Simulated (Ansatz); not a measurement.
# FeBiO4: the cost of one run

Program: Ansatz 0.2.0. Level of theory: DFT PBE, scalar-relativistic, plane waves, PAW. These are calculated values, not measurements.

### Step 1. The structure to begin with

Symmetry: F-43m, No. 216, cubic system. The conventional cell has a = 6.712 Å, b = 6.712 Å, c = 6.712 Å, α = 90.00°, β = 90.00°, γ = 90.00°. Fe (site symmetry -43m) is surrounded by 12 O at 2.78 Å and 4 Bi at 2.91 Å. Bi (site symmetry -43m) is surrounded by 12 O at 2.78 Å and 4 Fe at 2.91 Å. Around O (site symmetry 3m) lie 6 O at 2.36 to 2.39 Å and 3 Bi at 2.78 Å and 3 Fe at 2.78 Å.

Structure file:

```cif
data_structure
_symmetry_space_group_name_H-M 'P 1'
_symmetry_Int_Tables_number 1
_cell_length_a 4.7460
_cell_length_b 4.7460
_cell_length_c 4.7460
_cell_angle_alpha 60.000
_cell_angle_beta 60.000
_cell_angle_gamma 60.000
_cell_volume 75.59
loop_
_atom_site_label
_atom_site_type_symbol
_atom_site_fract_x
_atom_site_fract_y
_atom_site_fract_z
_atom_site_occupancy
Fe1 Fe 0.75000 0.75000 0.75000 1
Bi1 Bi 0.00000 0.00000 0.00000 1
O1 O 0.87697 0.37434 0.37434 1
O2 O 0.37434 0.37434 0.37434 1
O3 O 0.37434 0.87697 0.37434 1
O4 O 0.37434 0.37434 0.87697 1
```

Recipe of the guess: species swapped into a database cell of LuCdNi4 (F-43m, No. 216), with Fe on the Lu sites, Bi on the Cd sites and O on the Ni sites. Its size is a rough estimate.

### Step 2. A first look at the guess

The input, input.yaml:

```yaml
crystal:
  lattice:
    - [0.0, 3.35595889, 3.35595889]
    - [3.35595889, 0.0, 3.35595889]
    - [3.35595889, 3.35595889, 0.0]
  atoms:
    - { symbol: Fe, position: [0.75, 0.75, 0.75], spin: 4.0 }
    - { symbol: Bi, position: [0.0, 0.0, 0.0] }
    - { symbol: O, position: [0.87697402, 0.37434199, 0.37434199] }
    - { symbol: O, position: [0.37434199, 0.37434199, 0.37434199] }
    - { symbol: O, position: [0.37434199, 0.87697402, 0.37434199] }
    - { symbol: O, position: [0.37434199, 0.37434199, 0.87697402] }
basis:
  ecutwfc: 420
kpoints:
  mp_grid: { grid: [4, 4, 4] }
hamiltonian:
  xc: pbe
scf:
  occupations: { method: gaussian, width: 0.1 }
  lower_state_search: "off"
output:
  forces: true
  stress: true
  eigenvalues: true
  populations: true
magnetization:
  spin_polarized: true
```

Command:

```bash
$ ansatz run input.yaml --threads 1 --pin off --max-ram 2560MiB --backend cpu --events-out ev --progress --plain --runs-dir out
```

**Question.** How long does this run take on 1 thread of Intel Xeon Platinum 8259CL at 2.50GHz (Skylake/Cascade Lake), shared host, and how much memory does it need?

About 11 s, with a peak of 0.4 GiB.
